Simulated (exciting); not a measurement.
# KRh (Pm-3m) in exciting: reference runs

Reference runs on KRh: the cell as given.

Program: exciting (release sodium). These are calculated values, not measurements. Logs are shortened: lines on timing, memory, paths and dates and some standing lists are left out, and cuts for length are marked.

## 1. Starting point

The structure is cubic, space group Pm-3m (No. 221). Conventional cell: a = 3.927 Å, b = 3.927 Å, c = 3.927 Å, α = 90.00°, β = 90.00°, γ = 90.00°. K (site symmetry m-3m) has 8 Rh at 3.40 Å as nearest neighbours. Around Rh (site symmetry m-3m) lie 8 K at 3.40 Å.

The cell was built by a generator and needn't be a form met in nature.

## 2. Single point, PBE

Contents of input.xml:

```xml
<input>
  <title>KRh</title>
  <structure speciespath="./" tshift="false">
    <crystal scale="1">
      <basevect>7.420242348115 0.000000000000 0.000000000000</basevect>
      <basevect>0.000000000000 7.420242348115 0.000000000000</basevect>
      <basevect>0.000000000000 0.000000000000 7.420242348115</basevect>
    </crystal>
    <species speciesfile="K.xml" rmt="2.2">
      <atom coord="0.000000000000 0.000000000000 0.000000000000"/>
    </species>
    <species speciesfile="Rh.xml" rmt="2.3">
      <atom coord="0.500000000000 0.500000000000 0.500000000000"/>
    </species>
  </structure>
  <groundstate do="fromscratch" ngridk="7 7 7" rgkmax="8.6" gmaxvr="14" lmaxapw="10" lmaxmat="10" lmaxvr="8" xctype="GGA_PBE" stype="Fermi Dirac" swidth="0.00183747" nempty="14" ValenceRelativity="iora*" epsengy="1e-05" epspot="1e-05" maxscl="60" tforce="true" outputlevel="normal"/>
  <properties>
    <chargedensityplot>
      <plot3d>
        <box grid="20 20 20">
          <origin coord="0 0 0"/>
          <point coord="1 0 0"/>
          <point coord="0 1 0"/>
          <point coord="0 0 1"/>
        </box>
      </plot3d>
    </chargedensityplot>
    <elfplot>
      <plot3d>
        <box grid="20 20 20">
          <origin coord="0 0 0"/>
          <point coord="1 0 0"/>
          <point coord="0 1 0"/>
          <point coord="0 0 1"/>
        </box>
      </plot3d>
    </elfplot>
    <exccplot>
      <plot3d>
        <box grid="20 20 20">
          <origin coord="0 0 0"/>
          <point coord="1 0 0"/>
          <point coord="0 1 0"/>
          <point coord="0 0 1"/>
        </box>
      </plot3d>
    </exccplot>
  </properties>
</input>
```

Potentials or basis: all-electron LAPW+lo, shipped species files, valence relativity iora*.

Launch:

```sh
> OMP_NUM_THREADS=1 exciting_smp
```

INFO.OUT:

```text
================================================================================
EXCITING SODIUM started
[... 10 lines left out ...]

 Lattice vectors (cartesian) :
      7.4202423481      0.0000000000      0.0000000000
      0.0000000000      7.4202423481      0.0000000000
      0.0000000000      0.0000000000      7.4202423481

 Reciprocal lattice vectors (cartesian) :
      0.8467628161      0.0000000000      0.0000000000
      0.0000000000      0.8467628161      0.0000000000
      0.0000000000      0.0000000000      0.8467628161

 Unit cell volume                           :     408.5585177517
 Brillouin zone volume                      :       0.6071350924

 Species :    1 (K)
     parameters loaded from                 :    K.xml
     name                                   :    potassium
     nuclear charge                         :     -19.00000000
     electronic charge                      :      19.00000000
     atomic mass                            :   71271.84085000
     muffin-tin radius                      :       2.20000000
     # of radial points in muffin-tin       :     350

     atomic positions (lattice) :
       1 :   0.00000000  0.00000000  0.00000000

 Species :    2 (Rh)
     parameters loaded from                 :    Rh.xml
     name                                   :    rhodium
     nuclear charge                         :     -45.00000000
     electronic charge                      :      45.00000000
     atomic mass                            :  187585.25100000
     muffin-tin radius                      :       2.30000000
     # of radial points in muffin-tin       :     400

     atomic positions (lattice) :
       1 :   0.50000000  0.50000000  0.50000000

 Total number of atoms per unit cell        :       2

 Spin treatment                             :    spin-unpolarised

 Number of Bravais lattice symmetries       :      48
 Number of crystal symmetries               :      48

 k-point grid                               :       7    7    7
 Total number of k-points                   :      20
 k-point set is reduced with crystal symmetries

 R^MT_min * |G+k|_max (rgkmax)              :       8.60000000
 Species with R^MT_min                      :       1 (K)
 Maximum |G+k| for APW functions            :       3.90909091
 Maximum |G| for potential and density      :      14.00000000

 G-vector grid sizes                        :      36    36    36
 Total number of G-vectors                  :   18949

 Maximum angular momentum used for
     APW functions                          :      10
     computing H and O matrix elements      :      10
     potential and density                  :       8
     inner part of muffin-tin               :       2

 Total nuclear charge                       :     -64.00000000
 Total electronic charge                    :      64.00000000
 Total core charge                          :      38.00000000
 Total valence charge                       :      26.00000000

 Number of empty states                     :      14
 Total number of valence states             :      28

 Maximum Hamiltonian size                   :     458
 Maximum number of plane-waves              :     437
 Total number of local-orbitals             :      21

 Exchange-correlation type                  :      20
     Perdew-Burke-Ernzerhof, Phys. Rev. Lett. 77, 3865 (1996)
     Generalised gradient approximation (GGA)

[... 20 lines left out ...]
+ SCF iteration number :    1                                                  +
++++++++++++++++++++++++++++++++++++++++++++++++++++++++++++++++++++++++++++++++
 Total energy                               :     -5392.93802225
 _______________________________________________________________
 Fermi energy                               :         0.09214766
 Kinetic energy                             :      5589.91746113
 Coulomb energy                             :    -10810.29967160
 Exchange energy                            :      -169.44024847
 Correlation energy                         :        -3.11556332

 DOS at Fermi energy (states/Ha/cell)       :        89.24417041

 Electron charges :
     core                                   :        38.00000000
     core leakage                           :         0.00000089
     valence                                :        26.00000000
     interstitial                           :         3.37141561
     charge in muffin-tin spheres :
                  atom     1     K          :        17.29156471
                  atom     2    Rh          :        43.33701967
     total charge in muffin-tins            :        60.62858439
     total charge                           :        64.00000000
[... 246 lines left out ...]
 Electron charges :
     core                                   :        38.00000000
     core leakage                           :         0.00000089
     valence                                :        26.00000000
     interstitial                           :         3.60408340
     charge in muffin-tin spheres :
                  atom     1     K          :        17.33208816
                  atom     2    Rh          :        43.06382844
     total charge in muffin-tins            :        60.39591660
     total charge                           :        64.00000000

 RMS change in effective potential (target) :  0.851363E-01  ( 0.100000E-04)
 Absolute change in total energy   (target) :   1.38527      ( 0.100000E-04)
 Charge distance                   (target) :  0.169830E-02  ( 0.100000E-04)
 Abs. change in max-nonIBS-force   (target) :   0.00000      ( 0.500000E-04)

++++++++++++++++++++++++++++++++++++++++++++++++++++++++++++++++++++++++++++++++
[... 16 further cycles ...]
+ SCF iteration number :   27                                                  +
++++++++++++++++++++++++++++++++++++++++++++++++++++++++++++++++++++++++++++++++
 Total energy                               :     -5387.30301854
 _______________________________________________________________
 Fermi energy                               :         0.10736268
 Kinetic energy                             :      5593.65438922
 Coulomb energy                             :    -10808.58715778
 Exchange energy                            :      -169.25703684
 Correlation energy                         :        -3.11321314

 DOS at Fermi energy (states/Ha/cell)       :       129.80170542

 Electron charges :
     core                                   :        38.00000000
     core leakage                           :         0.00000089
     valence                                :        26.00000000
     interstitial                           :         3.58026171
     charge in muffin-tin spheres :
                  atom     1     K          :        17.33111946
                  atom     2    Rh          :        43.08861883
     total charge in muffin-tins            :        60.41973829
     total charge                           :        64.00000000
[... 251 lines left out ...]
 Electron charges :
     core                                   :        38.00000000
     core leakage                           :         0.00000089
     valence                                :        26.00000000
     interstitial                           :         3.58036447
     charge in muffin-tin spheres :
                  atom     1     K          :        17.33116218
                  atom     2    Rh          :        43.08847335
     total charge in muffin-tins            :        60.41963553
     total charge                           :        64.00000000

 RMS change in effective potential (target) :  0.946832E-07  ( 0.100000E-04)
 Absolute change in total energy   (target) :  0.234339E-06  ( 0.100000E-04)
 Charge distance                   (target) :  0.160733E-08  ( 0.100000E-04)
 Abs. change in max-nonIBS-force   (target) :   0.00000      ( 0.500000E-04)

++++++++++++++++++++++++++++++++++++++++++++++++++++++++++++++++++++++++++++++++
| Convergency criteria checked for the last 2 iterations                       +
| Convergence targets achieved. Performing final SCF iteration                 +
++++++++++++++++++++++++++++++++++++++++++++++++++++++++++++++++++++++++++++++++
 Total energy                               :     -5387.30003179
 _______________________________________________________________
 Fermi energy                               :         0.10737005
 Kinetic energy                             :      5593.65644887
 Coulomb energy                             :    -10808.58631900
 Exchange energy                            :      -169.25694966
 Correlation energy                         :        -3.11321200

 DOS at Fermi energy (states/Ha/cell)       :       129.80564041

 Electron charges :
     core                                   :        38.00000000
     core leakage                           :         0.00000089
     valence                                :        26.00000000
     interstitial                           :         3.58036443
     charge in muffin-tin spheres :
                  atom     1     K          :        17.33116217
                  atom     2    Rh          :        43.08847340
     total charge in muffin-tins            :        60.41963557
     total charge                           :        64.00000000

++++++++++++++++++++++++++++++++++++++++++++++++++++++++++++++++++++++++++++++++
+ Self-consistent loop stopped                                                 +
++++++++++++++++++++++++++++++++++++++++++++++++++++++++++++++++++++++++++++++++
 STATE.OUT is written

--------------------------------------------------------------------------------
- Writing atomic positions and forces                                          -
--------------------------------------------------------------------------------

 Atomic positions (lattice) :
 atom     1   K  :     0.00000000    0.00000000    0.00000000
 atom     2  Rh  :     0.50000000    0.50000000    0.50000000

 Total atomic forces including IBS (cartesian) :
 atom     1   K  :    -0.00000000    0.00000000    0.00000000
 atom     2  Rh  :     0.00000000    0.00000000   -0.00000000

 Atomic force components including IBS (cartesian) :
 atom     1   K  :     0.00000000   -0.00000000   -0.00000000   HF force
                 :     0.00000000    0.00000000   -0.00000000   core correction
                 :    -0.00000000   -0.00000000    0.00000000   IBS correction
 atom     2  Rh  :    -0.00000000    0.00000000    0.00000000   HF force
                 :    -0.00000000    0.00000000    0.00000000   core correction
                 :     0.00000000    0.00000000   -0.00000000   IBS correction

********************************************************************************
[... 7 lines left out ...]
| EXCITING SODIUM stopped                                                      =
================================================================================
```

Run time: 3.7 min. Hardware: 1 thread of Arm Neoverse V2, shared host; peak memory 0.15 GiB.

What came out:

```
Free energy                                       : -146595.9448 eV
Band gap on the k mesh                            : none (metal or under the smearing width)
All electrons inside the program's atomic spheres : K 17.33; Rh 43.09 (radii K 2.2, Rh 2.3 bohr)
```

Caveat: the log's total energy holds no entropy term; the free energy is that total less TS from the occupations.
